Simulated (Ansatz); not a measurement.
# BF2H2OP: the cost of one run

Computed with Ansatz 0.2.0, Gaussian basis. Level: the settings change from run to run.

**1. The molecule**

The geometry comes from an earlier relaxation with PBE0-D4 in a triple-zeta def2 set; it is a stationary point, not always the lowest conformer.

SMILES `FB(F)OP`, 7 atoms, charge 0, spin multiplicity 1.

Atoms are counted from 1 here; the program's logs count them from 0.

Bond lengths: F1–B2 1.325 Å, B2–F3 1.318 Å, B2–O4 1.345 Å, O4–P5 1.671 Å, P5–H6 1.420 Å, P5–H7 1.425 Å. Angles: F1–B2–F3 118.1°, F1–B2–O4 122.4°, F3–B2–O4 119.5°, B2–O4–P5 125.6°, O4–P5–H6 95.1°, O4–P5–H7 98.5°, H6–P5–H7 92.0°.

**2. RPBE/def2-mTZVPP**

Options: charge +1, multiplicity 2, atoms shaken by 0.03 Å, high accuracy.

in.yaml

```yaml
crystal:
  periodic: [false, false, false]
  atoms:
    - {symbol: F, position_ang: [1.096551, -1.717052, 0.034006]}
    - {symbol: B, position_ang: [0.079868, -1.086155, 0.701811]}
    - {symbol: F, position_ang: [-0.338576, -1.650975, 1.789526]}
    - {symbol: O, position_ang: [-0.463739, -0.008261, 0.289296]}
    - {symbol: P, position_ang: [-0.195358, 0.777500, -1.109352]}
    - {symbol: H, position_ang: [-1.097567, 1.883932, -0.891016]}
    - {symbol: H, position_ang: [0.944997, 1.644335, -0.788042]}
basis:
  gaussian: {orbitals: def2-mTZVPP}
total_charge: 1
magnetization: {spin_polarized: true, initial_magnetization: 1}
hamiltonian: {xc: {name: RPBE}}
accuracy: high
output: {forces: true}
```

Command:

```sh
> ansatz run in.yaml --threads 2 --pin off --events-out ev --progress --plain --max-ram 4352MiB
```

Q: Estimate wall time and peak memory on 2 threads of Arm Neoverse V2, shared host.

About 11 s, with a peak of 0.48 GiB.
